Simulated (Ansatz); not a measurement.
# InSe: the cost of one run

Program: Ansatz 0.2.0. Level of theory: DFT PBE+D3(BJ), scalar-relativistic, plane waves, PAW, and further levels as typed in the inputs. These are calculated values, not measurements.

### Step 1. Starting point

The structure is monoclinic, space group Cm (No. 8). The conventional cell has a = 6.997 Å, b = 4.000 Å, c = 31.700 Å, α = 90.00°, β = 90.00°, γ = 90.00°. Around Se (site symmetry m) lie 3 In at 2.65 to 2.67 Å. In (site symmetry m) has 3 Se at 2.65 to 2.67 Å and 1 In at 2.79 Å as nearest neighbours.

Structure file:

```
Se In
1.0
     4.00000    0.00000    0.00000
    -2.00000    3.49874    0.00000
     0.00000    0.00000   31.70000
Se In
4 4
Direct
  0.33333 0.66667 0.28391
  0.33333 0.66667 0.45363
  0.00000 0.00000 0.54637
  0.00000 0.00000 0.71609
  0.00000 0.00000 0.32476
  0.00000 0.00000 0.41278
  0.66667 0.33333 0.58722
  0.66667 0.33333 0.67524
```

### Step 2. Relaxing the atoms: In4Se4 sheet, no spin

File input.yaml:

```yaml
crystal:
  lattice:
    - [4.0, 0.0, 0.0]
    - [-2.0, 3.4987426313, 0.0]
    - [0.0, 0.0, 31.7]
  atoms:
    - { symbol: Se, position: [0.3333333333, 0.6666666667, 0.2839116719] }
    - { symbol: In, position: [0.0, 0.0, 0.3247634069] }
    - { symbol: In, position: [0.0, 0.0, 0.4127760252] }
    - { symbol: Se, position: [0.3333333333, 0.6666666667, 0.4536277603] }
    - { symbol: Se, position: [0.0, 0.0, 0.5463722397] }
    - { symbol: In, position: [0.6666666667, 0.3333333333, 0.5872239748] }
    - { symbol: In, position: [0.6666666667, 0.3333333333, 0.6752365931] }
    - { symbol: Se, position: [0.0, 0.0, 0.7160883281] }
  periodic: [true, true, false]
scf:
  occupations: { method: gaussian, width: 0.02 }
  n_extra_bands: 6
output:
  forces: true
  stress: false
  write_density: true
  write_potential: true
  elf: true
  volumetric_format: npy
kpoints:
  mp_grid: { grid: [10, 10, 1] }
hamiltonian:
  xc: pbe
  dispersion: d3bj
relax:
  f_tol: 0.004
  max_steps: 100
```

Command:

```console
ansatz run input.yaml --threads 4 --pin off --max-ram 12288MiB --backend cpu --events-out ev --progress --plain --runs-dir out
```

What time and memory should one allow on 4 threads of AMD EPYC 7R43 (Zen 3), shared host?

About 2.3 min, with a peak of 2.1 GiB.
